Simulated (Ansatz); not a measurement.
# Cl₂H₂O₂Si: search for a transition state

Wanted: the transition state of a 1,2-elimination (form O2–H4 and break Si1–O2, O3–H4). The guess is relaxed with those distances held, a saddle search follows, and vibrations and two downhill relaxations check it.

The runs use Ansatz 0.2.0, Gaussian basis; PBE0-D4, def2-SVP first, then def2-TZVP.

114 further runs of the same task are left out: 114 set aside as unsound or not needed.

## (1) The starting structure

The guess: 7 atoms, charge 0, spin multiplicity 1.

Atoms are counted from 1 here; the program's logs count them from 0.

Bond lengths: Si1–O2 1.835 Å, Si1–O3 1.558 Å, Si1–Cl5 1.992 Å, Si1–Cl6 2.008 Å, O2–H4 1.211 Å, O2–H7 0.961 Å. Angles: O2–Si1–O3 83.8°, O2–Si1–Cl5 107.0°, O2–Si1–Cl6 107.0°, O3–Si1–Cl5 122.2°, O3–Si1–Cl6 120.8°, Cl5–Si1–Cl6 110.0°, Si1–O2–H4 73.5°, Si1–O2–H7 128.1°, H4–O2–H7 126.6°.

As a file:

```xyz
7
Cl2H2O2Si
Si    0.2926    0.1538    0.6029
O    -0.3835   -0.0016   -1.0957
O     1.2162   -1.0206    0.1607
H     0.4410   -0.8794   -0.9713
Cl    0.9655    2.0187    0.7917
Cl   -1.2306   -0.1601    1.8726
H    -1.3012   -0.1107   -1.3610
```

Distances that are to change: O2–H4 1.21 Å, Si1–O2 1.83 Å, O3–H4 1.38 Å.

## (2) Relaxing the guess with the reacting distances held

File hold/in.yaml:

```yaml
crystal:
  periodic: [false, false, false]
  atoms:
    - {symbol: Si, position_ang: [0.292600, 0.153800, 0.602900]}
    - {symbol: O, position_ang: [-0.383500, -0.001600, -1.095700]}
    - {symbol: O, position_ang: [1.216200, -1.020600, 0.160700]}
    - {symbol: H, position_ang: [0.441000, -0.879400, -0.971300]}
    - {symbol: Cl, position_ang: [0.965500, 2.018700, 0.791700]}
    - {symbol: Cl, position_ang: [-1.230600, -0.160100, 1.872600]}
    - {symbol: H, position_ang: [-1.301200, -0.110700, -1.361000]}
basis:
  gaussian: {orbitals: def2-SVP}
hamiltonian: {xc: pbe0, dispersion: d4}
relax: {f_tol: 0.04, max_steps: 150, escape_saddle: false, constraints: [{distance: [1, 3]}, {distance: [0, 1]}, {distance: [2, 3]}]}
```

On the command line:

```sh
$ ansatz run in.yaml --threads 4 --pin off --events-out ev --progress --plain --max-ram 9574MiB
```

The log of the run (excerpt; [...] marks lines left out):

```text
Functional definition: PBE0
  name "PBE0"
  cite "Adamo & Barone, J. Chem. Phys. 110, 6158 (1999) doi:10.1063/1.478522"
  cite "Perdew, Burke & Ernzerhof, Phys. Rev. Lett. 77, 3865 (1996) doi:10.1103/PhysRevLett.77.3865"
  parent pbe
[...]
906 factors; integrals over basis functions are off by at most 3.2e-4 eV
[...]
mean field -37023.36534115 eV, -1360.5835809488 hartree, gradient 3.8e-5 eV, S^2 0.000000; 0 other end points of the search recorded, 0 dependent functions left out
[...]
reference -37023.36536150 eV, -1360.5835816969 hartree; 33, 33 occupied and 59, 59 virtual orbitals, 906 factors
relax step   1: F+E_penalty+E_count = -37023.54329739 eV  Δ(F+E_penalty+E_count) = +0.000e0 eV  max|allowed force component| = 1.086e0 eV/Å  Δτ_max = 0.0000 Å  (25 SCF iters, accepted)
[...]
relax step   6: F+E_penalty+E_count = -37023.63452800 eV  Δ(F+E_penalty+E_count) = -2.913e-3 eV  max|allowed force component| = 2.535e-1 eV/Å  Δτ_max = 0.0312 Å  (24 SCF iters, accepted)
[...]
relax step   7: F+E_penalty+E_count = -37023.63593402 eV  Δ(F+E_penalty+E_count) = -1.406e-3 eV  max|allowed force component| = 1.517e-2 eV/Å  Δτ_max = 0.0180 Å  (25 SCF iters, accepted)
  distance O 1 - H 3 held at 1.210706 Å   reaction = -1.5651e-1 eV/Å
  distance Si 0 - O 1 held at 1.834803 Å   reaction = +4.7942e-1 eV/Å
  distance O 2 - H 3 held at 1.379238 Å   reaction = +9.3117e-1 eV/Å
906 factors; integrals over basis functions are off by at most 3.5e-4 eV
mean field -37023.46031148 eV, -1360.5870710443 hartree, gradient 5.5e-5 eV, S^2 0.000000; 1 other end points of the search recorded, 0 dependent functions left out
[...]
reference -37023.46033150 eV, -1360.5870717800 hartree; 33, 33 occupied and 59, 59 virtual orbitals, 906 factors
Total energy: -37023.63595404 eV, -1360.5935257893 hartree
Atom 0 at     0.292606     0.155980     0.559789 Å, force    -0.187167    -0.024285    -0.445244 eV/Å
Atom 1 at    -0.384448     0.049234    -1.142182 Å, force     0.063279     0.136427     0.421489 eV/Å
Atom 2 at     1.229518    -1.048020     0.134644 Å, force    -0.533150     0.146321    -0.750178 eV/Å
Atom 3 at     0.435662    -0.824776    -0.970910 Å, force     0.639427    -0.262966     0.769629 eV/Å
Atom 4 at     1.014478     2.029150     0.848360 Å, force     0.002932     0.003385    -0.000913 eV/Å
Atom 5 at    -1.284810    -0.125369     1.824638 Å, force    -0.000496    -0.002433    -0.000628 eV/Å
Atom 6 at    -1.303007    -0.236100    -1.254439 Å, force     0.015174     0.003551     0.005845 eV/Å
Dipole moment:    -0.610545     0.107073    -0.274563 e Å
```

Wall time 9.5 s (4 threads of Arm Neoverse V1, shared host).

Step by step:

```
step  energy from step 1 (eV)  largest force component (eV/Å)
   1                   0.0000                          1.0855
   2                  -0.0684                          0.4794
   3                  -0.0766                          0.1764
   4                  -0.0831                          0.1572
   5                  -0.0883                          0.2591
   6                  -0.0912                          0.2535
   7                  -0.0926                          0.0152
```

Close pairs (by a distance rule), those that changed most:

```
   bond  before (Å)  after (Å)  change (Å)
Si1–Cl5       1.992      2.028      +0.037
Si1–Cl6       2.008      2.041      +0.034
 Si1–O3       1.558      1.584      +0.026
  O2–H7       0.961      0.968      +0.007
 Si1–O2       1.835      1.835      +0.000
  O2–H4       1.211      1.211      +0.000
```

## (3) A starting Hessian

File hessian/in.yaml:

```yaml
crystal:
  periodic: [false, false, false]
  atoms:
    - {symbol: Si, position_ang: [0.292606, 0.155980, 0.559789]}
    - {symbol: O, position_ang: [-0.384448, 0.049234, -1.142182]}
    - {symbol: O, position_ang: [1.229518, -1.048020, 0.134644]}
    - {symbol: H, position_ang: [0.435662, -0.824776, -0.970910]}
    - {symbol: Cl, position_ang: [1.014478, 2.029150, 0.848360]}
    - {symbol: Cl, position_ang: [-1.284810, -0.125369, 1.824638]}
    - {symbol: H, position_ang: [-1.303007, -0.236100, -1.254439]}
basis:
  gaussian: {orbitals: def2-SVP}
hamiltonian: {xc: pbe0, dispersion: d4}
phonons: {}
scf: {lower_state_search: off}
```

On the command line:

```sh
$ ansatz run in.yaml --threads 4 --pin off --events-out ev --progress --plain --max-ram 9574MiB
```

The log of the run (excerpt; [...] marks lines left out):

```text
[... 5 set-up lines as earlier in the session ...]
[...]
907 factors; integrals over basis functions are off by at most 3.4e-4 eV
[...]
mean field -37023.46029700 eV, -1360.5870705120 hartree, gradient 9.6e-7 eV, S^2 0.000000; 0 other end points of the search recorded, 0 dependent functions left out
[...]
reference -37023.46031693 eV, -1360.5870712443 hartree; 33, 33 occupied and 59, 59 virtual orbitals, 907 factors
[... from here to the last solve, the lines of the solves are left out (41 solves) ...]
907 factors; integrals over basis functions are off by at most 3.4e-4 eV
mean field -37023.46028071 eV, -1360.5870699134 hartree, gradient 9.0e-7 eV, S^2 0.000000; 0 other end points of the search recorded, 0 dependent functions left out
[...]
WARN: phonons: modes at or below zero, which the zero-point energy, F, S and C_V leave out: 1, the lowest at -1484.98 cm⁻¹. A minimum has none, and a first-order saddle one
[...]
Total energy: -37023.63593947 eV, -1360.5935252537 hartree
Atom 0 at     0.292606     0.155980     0.559789 Å, force    -0.187277    -0.024247    -0.445191 eV/Å
Atom 1 at    -0.384448     0.049234    -1.142182 Å, force     0.063337     0.136432     0.421576 eV/Å
Atom 2 at     1.229518    -1.048020     0.134644 Å, force    -0.533187     0.146336    -0.750184 eV/Å
Atom 3 at     0.435662    -0.824776    -0.970910 Å, force     0.639438    -0.262961     0.769623 eV/Å
Atom 4 at     1.014478     2.029150     0.848360 Å, force     0.002910     0.003319    -0.000935 eV/Å
Atom 5 at    -1.284810    -0.125369     1.824638 Å, force    -0.000374    -0.002417    -0.000640 eV/Å
Atom 6 at    -1.303007    -0.236100    -1.254439 Å, force     0.015152     0.003537     0.005750 eV/Å
Dipole moment:    -0.610546     0.107073    -0.274565 e Å
Vibrations: -1484.98 182.59 185.05 254.44 268.32 433.02 473.54 574.63 622.42 726.83 818.55 1127.82 1282.97 1997.35 3837.73 cm⁻¹, zero-point energy 0.792584 eV
Checks for a lower state left out: stability, starts, cluster_reference, orbital_swaps, neighbouring_geometries, increment
```

It took 32 s on 4 threads of Arm Neoverse V1, shared host.

The structure is not stationary yet, so these wavenumbers are no spectrum; the search needs only the force constants.

## (4) Saddle search in the small basis

The search itself is an outer loop (partitioned rational-function steps, Bofill update of the Hessian). Each step is one single-point run with forces. It stops when the largest force is under 0.04 eV/Å and the followed curvature is negative. The first step's input:

File presaddle/in.yaml:

```yaml
crystal:
  periodic: [false, false, false]
  atoms:
    - {symbol: Si, position_ang: [0.292606, 0.155980, 0.559789]}
    - {symbol: O, position_ang: [-0.384448, 0.049234, -1.142182]}
    - {symbol: O, position_ang: [1.229518, -1.048020, 0.134644]}
    - {symbol: H, position_ang: [0.435662, -0.824776, -0.970910]}
    - {symbol: Cl, position_ang: [1.014478, 2.029150, 0.848360]}
    - {symbol: Cl, position_ang: [-1.284810, -0.125369, 1.824638]}
    - {symbol: H, position_ang: [-1.303007, -0.236100, -1.254439]}
basis:
  gaussian: {orbitals: def2-SVP}
hamiltonian: {xc: pbe0, dispersion: d4}
output: {forces: true}
scf: {lower_state_search: off}
```

On the command line:

```sh
$ ansatz run in.yaml --threads 4 --pin off --events-out ev --progress --plain --max-ram 9574MiB
```

Step by step:

```
step   energy (eV)  largest force (eV/Å)  followed curvature (eV/Å²)
   1  -37023.63592                0.7696                      -14.22
   2  -37023.57459                0.2967                      -11.23
   3  -37023.57055                0.0709                       -8.54
   4  -37023.57005                0.0815                       -7.38
   5  -37023.57021                0.0118                       -7.09
```

The 5 steps took 4 s in all (4 threads of Arm Neoverse V1, shared host).

## (5) Saddle search in triple zeta

The search itself is an outer loop (partitioned rational-function steps, Bofill update of the Hessian). Each step is one single-point run with forces. It stops when the largest force is under 0.01 eV/Å and the followed curvature is negative. The first step's input:

File saddle/in.yaml:

```yaml
crystal:
  periodic: [false, false, false]
  atoms:
    - {symbol: Si, position_ang: [0.331023, 0.136452, 0.593293]}
    - {symbol: O, position_ang: [-0.367699, 0.047123, -1.132339]}
    - {symbol: O, position_ang: [1.241728, -1.060055, 0.161824]}
    - {symbol: H, position_ang: [0.357697, -0.764173, -1.039919]}
    - {symbol: Cl, position_ang: [1.012684, 2.032365, 0.846822]}
    - {symbol: Cl, position_ang: [-1.302211, -0.107595, 1.800165]}
    - {symbol: H, position_ang: [-1.273221, -0.284017, -1.229945]}
basis:
  gaussian: {orbitals: def2-TZVP}
hamiltonian: {xc: pbe0, dispersion: d4}
output: {forces: true}
scf: {lower_state_search: off}
```

On the command line:

```sh
$ ansatz run in.yaml --threads 4 --pin off --events-out ev --progress --plain --max-ram 9574MiB
```

Step by step:

```
step   energy (eV)  largest force (eV/Å)  followed curvature (eV/Å²)
   1  -37040.41541                0.5902                       -7.09
   2  -37040.43401                0.0579                       -7.12
   3  -37040.43421                0.0425                       -7.32
   4  -37040.43432                0.0095                       -7.31
```

The 4 steps took 11 s in all (4 threads of Arm Neoverse V1, shared host).

Geometry at the end of the search:

```xyz
7

Si    0.3231    0.1317    0.5754
O    -0.3600    0.0440   -1.1231
O     1.2456   -1.0472    0.1807
H     0.3524   -0.7733   -1.0365
Cl    0.9984    2.0153    0.8353
Cl   -1.2872   -0.1143    1.7916
H    -1.2723   -0.2561   -1.2235
```

Followed mode, largest move set to 1: H4 (-0.70, 0.30, -0.65); O3 (0.26, -0.04, 0.53); Si1 (0.30, -0.13, 0.30); O2 (0.14, -0.16, -0.07).

(Part 1 of 2 ends here.)
